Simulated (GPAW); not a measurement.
## TaAs: single point with PBE

Crystal: TaAs.

```xyz
4
Lattice="-1.7218 1.7218 5.8679 1.7218 -1.7218 5.8679 1.7218 1.7218 -5.8679" Properties=species:S:1:pos:R:3 pbc="T T T"
Ta    0.0000    0.0000    5.8676
Ta    1.7218    0.0000    2.9336
As    0.0000    0.0000    0.9698
As    0.0000    1.7218    3.9037
```

The cell is a database's computed one.

- Program: GPAW 26.7.0
- Task: single point
- Functional: PBE
- Potentials or basis: GPAW PAW data sets (gpaw-data 1.2.1)
- Cutoff: 450 eV
- Basis: pw
- k mesh: 9 × 9 × 9
- Occupations: fermi-dirac, width 0.05 eV
- Spin: no spin polarisation
- Maxiter: 120
- Convergence: default

```json
{
 "Pressure": "2.6 GPa",
 "Largest force": "0.023 eV/Å",
 "Band gap on the k mesh": "none (metal or under the smearing width)"
}
```

Forces in eV/Å, atoms in the order of the input:
```
Ta   0.000  0.000  0.022
Ta   0.000  0.000  0.022
As   0.000  0.000 -0.020
As   0.000  0.000 -0.023
```

Stress tensor (GPa, compression positive):
```
2.97 0.00 0.00
0.00 2.97 0.00
0.00 0.00 1.95
```

Levels at points of the mesh, in eV from the Fermi level:
```tsv
k point	band 16	band 17	band 18	band 19	band 20	band 21
(0.00, 0.00, 0.00)	-1.94	-1.63	-1.63	0.92	1.60	2.33
```

Wall time 2.5 min on 1 thread of Arm Neoverse V2 (shared host), peak memory 0.32 GiB.

Caveat: the cutoff is short for stress and forces, so pressures can be off by a GPa or more; the program warned that so skewed a cell can give wrong results. Spin-orbit coupling is left out, which matters for the levels of Ta.
